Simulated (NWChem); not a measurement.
# the pair B2NH5···SiNH2F: a chain of runs

Aim: a single-point energy (singlet B2SiN2H7F, r2SCAN-D3(BJ)/cc-pVDZ), then a single-point energy (singlet B2NH5, r2SCAN-D3(BJ)/cc-pVDZ), then a single-point energy (singlet SiNH2F, r2SCAN-D3(BJ)/cc-pVDZ), then a single-point energy (singlet B2NH5, r2SCAN-D3(BJ)/cc-pVDZ), then a single-point energy (singlet SiNH2F, r2SCAN-D3(BJ)/cc-pVDZ) of B2FH7N2Si and its partners. 

The results are computed with NWChem 7.3.0.

### Step 1. The molecule

B2SiN2H7F: 13 atoms, total charge 0, spin state singlet. The two molecules were placed rigidly side by side, at 0.9 times their contact distance; the pair isn't optimised.

Bond lengths: B1–N2 1.417 Å, N2–B3 1.417 Å, N9–Si10 1.702 Å, Si10–F11 1.622 Å, B1–H4 1.194 Å, B1–H5 1.197 Å, N2–H6 1.011 Å, B3–H7 1.197 Å, B3–H8 1.194 Å, N9–H12 1.010 Å, N9–H13 1.008 Å. Some angles: B1–N2–B3 125.8°, N9–Si10–F11 98.5°, B1–N2–H6 117.1°, B3–N2–H6 117.1°, N2–B1–H4 118.5°, N2–B1–H5 119.5°, N2–B3–H7 119.4°, N2–B3–H8 118.5°, Si10–N9–H12 125.0°, Si10–N9–H13 122.2°.

### Step 2. The energy at r2SCAN-D3(BJ)/cc-pVDZ (run 1)

The input, b2fh7n2si.nw:

```
start b2fh7n2si
memory total 2200 mb

geometry noautosym nocenter noautoz
 B     -0.839710     0.662060    -0.686300
 N      0.248490     0.384860     0.177800
 B      0.683690    -0.903740     0.574700
 H     -1.460910    -0.254240    -1.133100
 H     -1.109310     1.798360    -0.947100
 H      0.759490     1.176660     0.543500
 H      1.620090    -1.007040     1.312600
 H      0.098190    -1.856940     0.157900
 N      0.258580     3.763860     1.596140
 Si    -1.066860     4.622930     2.230330
 F     -0.920380     5.975980     1.347670
 H      0.882170     4.106520     0.878810
 H      0.499050     2.837550     1.913250
end

basis spherical bse
 B library cc-pVDZ
 N library cc-pVDZ
 H library cc-pVDZ
 Si library cc-pVDZ
 F library cc-pVDZ
end

dft
 xc r2scan
 mult 1
 disp vdw 4
 grid fine
 convergence energy 1e-08
 maxiter 100
 mulliken
 print low
end

task dft energy
```

Command:

```sh
nwchem b2fh7n2si.nw > b2fh7n2si.out
```

What it wrote, cut to the lines that bear on the results:

```text
[...]
 d= 0,ls=0.0,diis     1   -552.5784649674 -7.87D+02  1.05D-02  8.20D-01     4.1
[...]
 d= 0,ls=0.0,diis    10   -552.6776257565 -6.76D-09  6.15D-07  2.15D-08    32.3
         Total DFT energy =     -552.677625756481
      One electron energy =    -1225.815850100660
           Coulomb energy =      494.448500532602
    Exchange-Corr. energy =      -55.840618073507
 Nuclear repulsion energy =      234.532881466446
    Dispersion correction =       -0.002539581363
[...]
      Total Density - Mulliken Population Analysis
     ---------------------------------------------
    Atom       Charge   Shell Charges
 -----------   ------   -------------------------------------------------------
    1 B    5     5.01   2.01  0.60  0.35  1.53  0.40  0.10
    2 N    7     6.90   2.01  0.76  0.55  2.46  1.11  0.02
    3 B    5     5.00   2.01  0.60  0.35  1.53  0.39  0.10
    4 H    1     1.04   0.76  0.27  0.02
    5 H    1     1.05   0.76  0.28  0.02
    6 H    1     0.92   0.75  0.11  0.06
    7 H    1     1.06   0.76  0.29  0.02
    8 H    1     1.04   0.76  0.27  0.02
    9 N    7     7.27   2.01  0.75  0.64  2.43  1.43  0.01
   10 Si  14    13.61   2.00  2.02  0.89  0.84  6.01  1.05  0.50  0.31
[...]
```

Run time: 33 s. Hardware: 1 thread of AMD EPYC 9R45 (Zen 5), shared host; peak memory 0.13 GiB.

### Step 3. B2NH5: a single-point energy at r2SCAN-D3(BJ)/cc-pVDZ (run 2)

The input, sp.nw:

```
start sp
memory stack 880 mb heap 220 mb global 1100 mb

geometry units angstroms noautosym nocenter noautoz
  B     -0.839710     0.662060    -0.686300
  N      0.248490     0.384860     0.177800
  B      0.683690    -0.903740     0.574700
  H     -1.460910    -0.254240    -1.133100
  H     -1.109310     1.798360    -0.947100
  H      0.759490     1.176660     0.543500
  H      1.620090    -1.007040     1.312600
  H      0.098190    -1.856940     0.157900
end

basis spherical bse
  B library cc-pVDZ
  N library cc-pVDZ
  H library cc-pVDZ
end

dft
  xc r2scan
  mult 1
  disp vdw 4
  grid fine
  convergence energy 1e-08
  iterations 100
  mulliken
  noprint "final vectors analysis"
end

task dft energy
```

Command:

```sh
nwchem sp.nw > sp.out
```

What it wrote, cut to the lines that bear on the results:

```text
[...]
          Wavefunction type:  closed shell.
          No. of atoms     :     8
          No. of electrons :    22
[...]
          Charge           :     0
          Spin multiplicity:     1
[...]
          AO basis - number of functions:    67
[...]
              XC Information
              --------------
                      r^2SCAN Method XC Functional
               r^2SCAN metaGGA Exchange Functional  1.000
                     r^2SCAN Correlation Potential  1.000
[...]
 d= 0,ls=0.0,diis     1   -107.3939806128 -1.66D+02  9.17D-03  2.54D-01     0.9
[...]
 d= 0,ls=0.0,diis     8   -107.4302838455 -6.62D-10  1.26D-06  1.26D-08     5.8
         Total DFT energy =     -107.430283845458
      One electron energy =     -258.263813891403
           Coulomb energy =      109.440406868184
    Exchange-Corr. energy =      -16.845573514949
 Nuclear repulsion energy =       58.239735094447
    Dispersion correction =       -0.001038401737
[...]
      Total Density - Mulliken Population Analysis
     ---------------------------------------------
    Atom       Charge   Shell Charges
 -----------   ------   -------------------------------------------------------
    1 B    5     4.99   2.01  0.60  0.35  1.53  0.39  0.10
    2 N    7     6.90   2.01  0.76  0.55  2.46  1.11  0.02
    3 B    5     4.99   2.01  0.60  0.35  1.53  0.39  0.10
    4 H    1     1.05   0.76  0.27  0.02
    5 H    1     1.06   0.76  0.29  0.02
    6 H    1     0.90   0.74  0.09  0.06
    7 H    1     1.06   0.76  0.29  0.02
    8 H    1     1.05   0.76  0.27  0.02
[...]
```

It took 6.3 s on 1 thread of AMD EPYC 9R45 (Zen 5), shared host; peak memory 0.12 GiB.

### Step 4. SiNH2F: a single-point energy at r2SCAN-D3(BJ)/cc-pVDZ (run 3)

The input, fh2nsi.nw:

```
start fh2nsi
title "FH2NSi"
memory stack 880 mb heap 220 mb global 1100 mb

geometry units angstroms noautosym nocenter noautoz
 N     0.258580    3.763860    1.596140
 Si   -1.066860    4.622930    2.230330
 F    -0.920380    5.975980    1.347670
 H     0.882170    4.106520    0.878810
 H     0.499050    2.837550    1.913250
end

basis "ao basis" spherical bse
 N library cc-pVDZ
 Si library cc-pVDZ
 F library cc-pVDZ
 H library cc-pVDZ
end

dft
 xc r2scan
 disp vdw 4
 grid fine
 convergence energy 1e-08
 iterations 100
 mulliken
 noprint "final vectors analysis"
end

task dft energy
```

Command:

```sh
nwchem fh2nsi.nw > fh2nsi.out
```

What it wrote, cut to the lines that bear on the results:

```text
[...]
          Wavefunction type:  closed shell.
          No. of atoms     :     5
          No. of electrons :    32
[...]
          Charge           :     0
          Spin multiplicity:     1
[...]
          AO basis - number of functions:    56
[...]
              XC Information
              --------------
                      r^2SCAN Method XC Functional
               r^2SCAN metaGGA Exchange Functional  1.000
                     r^2SCAN Correlation Potential  1.000
[...]
 d= 0,ls=0.0,diis     1   -445.1837405627 -5.47D+02  1.97D-02  5.69D-01     1.1
[...]
 d= 0,ls=0.0,diis     8   -445.2467816316  5.27D-09  6.46D-06  2.96D-07     5.7
         Total DFT energy =     -445.246781631577
      One electron energy =     -818.927524235109
           Coulomb energy =      310.901044177654
    Exchange-Corr. energy =      -38.996102027527
 Nuclear repulsion energy =      101.776454713971
    Dispersion correction =       -0.000654260566
[...]
      Total Density - Mulliken Population Analysis
     ---------------------------------------------
    Atom       Charge   Shell Charges
 -----------   ------   -------------------------------------------------------
    1 N    7     7.27   2.01  0.75  0.64  2.43  1.43  0.01
    2 Si  14    13.62   2.00  2.02  0.88  0.84  6.01  1.05  0.51  0.31
    3 F    9     9.34   2.01  0.89  1.02  3.33  2.09  0.00
    4 H    1     0.89   0.71  0.12  0.06
    5 H    1     0.88   0.71  0.11  0.06
[...]
```

Wall time 6.3 s (1 thread of AMD EPYC 9R45 (Zen 5), shared host); peak memory 0.12 GiB.

### Step 5. B2NH5 among ghost functions: a single-point energy at r2SCAN-D3(BJ)/cc-pVDZ (with ghost functions) (run 4)

The input, b2h5n.nw:

```
START b2h5n
TITLE "B2H5N r2SCAN"
memory 2200 mb

GEOMETRY units angstroms noautosym nocenter noautoz
  B     -0.839710     0.662060    -0.686300
  N      0.248490     0.384860     0.177800
  B      0.683690    -0.903740     0.574700
  H     -1.460910    -0.254240    -1.133100
  H     -1.109310     1.798360    -0.947100
  H      0.759490     1.176660     0.543500
  H      1.620090    -1.007040     1.312600
  H      0.098190    -1.856940     0.157900
  bqN      0.258580     3.763860     1.596140
  bqSi    -1.066860     4.622930     2.230330
  bqF     -0.920380     5.975980     1.347670
  bqH      0.882170     4.106520     0.878810
  bqH      0.499050     2.837550     1.913250
END

BASIS spherical bse
  B library cc-pVDZ
  N library cc-pVDZ
  H library cc-pVDZ
  bqN library N cc-pVDZ
  bqSi library Si cc-pVDZ
  bqF library F cc-pVDZ
  bqH library H cc-pVDZ
END

DFT
  xc r2scan
  disp vdw 4
  grid fine
  convergence energy 1e-08
  iterations 100
  mulliken
  print low
END

TASK dft energy
```

Command:

```sh
nwchem b2h5n.nw > b2h5n.out
```

What it wrote, cut to the lines that bear on the results:

```text
[...]
 d= 0,ls=0.0,diis     1   -107.3942803696 -1.66D+02  5.01D-03  2.54D-01     3.2
[...]
 d= 0,ls=0.0,diis     8   -107.4305432008 -6.69D-10  6.87D-07  1.23D-08    23.1
         Total DFT energy =     -107.430543200788
      One electron energy =     -258.260336000474
           Coulomb energy =      109.436271161363
    Exchange-Corr. energy =      -16.845175054387
 Nuclear repulsion energy =       58.239735094447
    Dispersion correction =       -0.001038401737
[...]
      Total Density - Mulliken Population Analysis
     ---------------------------------------------
    Atom       Charge   Shell Charges
 -----------   ------   -------------------------------------------------------
    1 B    5     4.99   2.01  0.60  0.35  1.53  0.39  0.10
    2 N    7     6.90   2.01  0.76  0.55  2.46  1.11  0.02
    3 B    5     4.99   2.01  0.60  0.35  1.53  0.39  0.10
    4 H    1     1.05   0.76  0.27  0.02
    5 H    1     1.06   0.76  0.29  0.02
    6 H    1     0.89   0.74  0.09  0.06
    7 H    1     1.06   0.76  0.29  0.02
    8 H    1     1.05   0.76  0.28  0.02
    9 X    0    -0.00   0.00  0.00 -0.00 -0.00 -0.00 -0.00
   10 X    0     0.00  -0.00 -0.00 -0.00  0.00 -0.00 -0.00  0.00  0.00
[...]
```

Wall time 24 s (1 thread of AMD EPYC 9R45 (Zen 5), shared host); peak memory 0.13 GiB.

### Step 6. SiNH2F among ghost functions: the energy at r2SCAN-D3(BJ)/cc-pVDZ (with ghost functions) (run 5)

The input, geom.nw:

```
START geom
memory stack 880 mb heap 220 mb global 1100 mb

GEOMETRY units au noautosym nocenter noautoz
  N      0.48864538     7.11266457     3.01626746
  Si    -2.01607321     8.73607159     4.21471287
  F     -1.73926613    11.29296553     2.54672721
  H      1.66705970     7.76019813     1.66071022
  H      0.94306782     5.36219236     3.61551851
  bqB     -1.586822     1.251112    -1.296919
  bqN      0.469578     0.727280     0.335993
  bqB      1.291987    -1.707821     1.086026
  bqH     -2.760720    -0.480444    -2.141249
  bqH     -2.096292     3.398408    -1.789760
  bqH      1.435228     2.223565     1.027066
  bqH      3.061526    -1.903030     2.480455
  bqH      0.185552    -3.509108     0.298388
END

BASIS spherical bse
  N library cc-pVDZ
  Si library cc-pVDZ
  F library cc-pVDZ
  H library cc-pVDZ
  bqB library B cc-pVDZ
  bqN library N cc-pVDZ
  bqH library H cc-pVDZ
END

DFT
  xc r2scan
  disp vdw 4
  grid fine
  convergence energy 1e-08
  iterations 100
  mulliken
  noprint "final vectors analysis"
END

TASK dft
```

Command:

```sh
nwchem geom.nw > geom.out
```

What it wrote, cut to the lines that bear on the results:

```text
[...]
          Wavefunction type:  closed shell.
          No. of atoms     :    13
          No. of electrons :    32
[...]
          Charge           :     0
          Spin multiplicity:     1
[...]
          AO basis - number of functions:   123
[...]
              XC Information
              --------------
                      r^2SCAN Method XC Functional
               r^2SCAN metaGGA Exchange Functional  1.000
                     r^2SCAN Correlation Potential  1.000
[...]
 d= 0,ls=0.0,diis     1   -445.1852164156 -5.47D+02  9.06D-03  5.66D-01     3.6
[...]
 d= 0,ls=0.0,diis     8   -445.2480115138  5.79D-09  3.13D-06  3.21D-07    24.0
         Total DFT energy =     -445.248011513755
      One electron energy =     -818.886388011683
           Coulomb energy =      310.855238844796
    Exchange-Corr. energy =      -38.992655427813
 Nuclear repulsion energy =      101.776447341506
    Dispersion correction =       -0.000654260561
[...]
      Total Density - Mulliken Population Analysis
     ---------------------------------------------
    Atom       Charge   Shell Charges
 -----------   ------   -------------------------------------------------------
    1 N    7     7.27   2.01  0.75  0.64  2.43  1.42  0.01
    2 Si  14    13.62   2.00  2.02  0.88  0.84  6.01  1.05  0.51  0.31
    3 F    9     9.34   2.01  0.89  1.02  3.33  2.09  0.00
    4 H    1     0.89   0.71  0.12  0.06
    5 H    1     0.86   0.71  0.09  0.06
    6 X    0     0.01  -0.00 -0.00 -0.00 -0.00  0.01 -0.00
    7 X    0    -0.00   0.00  0.00 -0.00  0.00 -0.00 -0.00
    8 X    0    -0.00  -0.00 -0.00 -0.00 -0.00 -0.00  0.00
    9 X    0     0.00   0.00  0.00 -0.00
   10 X    0     0.00  -0.00  0.00 -0.00
[...]
```

Wall time 25 s (1 thread of AMD EPYC 9R45 (Zen 5), shared host); peak memory 0.13 GiB.

### Step 7. Summary of results

| quantity | value |
| --- | --- |
| run 1, r2SCAN-D3(BJ)/cc-pVDZ: total energy | -552.67763 Eh |
| run 1, r2SCAN-D3(BJ)/cc-pVDZ: dispersion energy | -6.67 kJ/mol |
| B2NH5: total energy | -107.43028 Eh |
| B2NH5: dipole moment | 1.34 D |
| B2NH5: dispersion energy | -2.73 kJ/mol |
| SiNH2F: total energy | -445.24678 Eh |
| SiNH2F: dipole moment | 2.61 D |
| SiNH2F: dispersion energy | -1.72 kJ/mol |
| B2NH5 among ghost functions: total energy | -107.43054 Eh |
| B2NH5 among ghost functions: dispersion energy | -2.73 kJ/mol |
| SiNH2F among ghost functions: total energy | -445.24801 Eh |
| SiNH2F among ghost functions: dipole moment | 2.51 D |
| SiNH2F among ghost functions: dispersion energy | -1.72 kJ/mol |
| interaction energy of the rigid parts B2NH5 and SiNH2F (parts in their own basis; closest atoms 2.17 Å apart) | -0.015 eV |
| interaction energy of the rigid parts B2NH5 and SiNH2F (parts in the whole basis, counterpoise; closest atoms 2.17 Å apart) | 0.025 eV |

The interaction energy of the rigid parts B2NH5 and SiNH2F (parts in their own basis; closest atoms 2.17 Å apart) is −0.02 eV (−1.5 kJ/mol). Without counterpoise this holds the superposition error of the basis. The interaction energy of the rigid parts B2NH5 and SiNH2F (parts in the whole basis, counterpoise; closest atoms 2.17 Å apart) is 0.03 eV (2.4 kJ/mol): the parts repel at this shape. The basis-set superposition error is 3.9 kJ/mol. It is larger than the uncorrected attraction, which is thus an artefact of the basis. Mulliken charges (run 1, r2SCAN-D3(BJ)/cc-pVDZ) run from -0.34 on F11 to +0.39 on Si10. Mulliken charges (B2NH5) run from -0.06 on H5 to +0.10 on N2. Mulliken charges (SiNH2F) run from -0.34 on F3 to +0.38 on Si2.
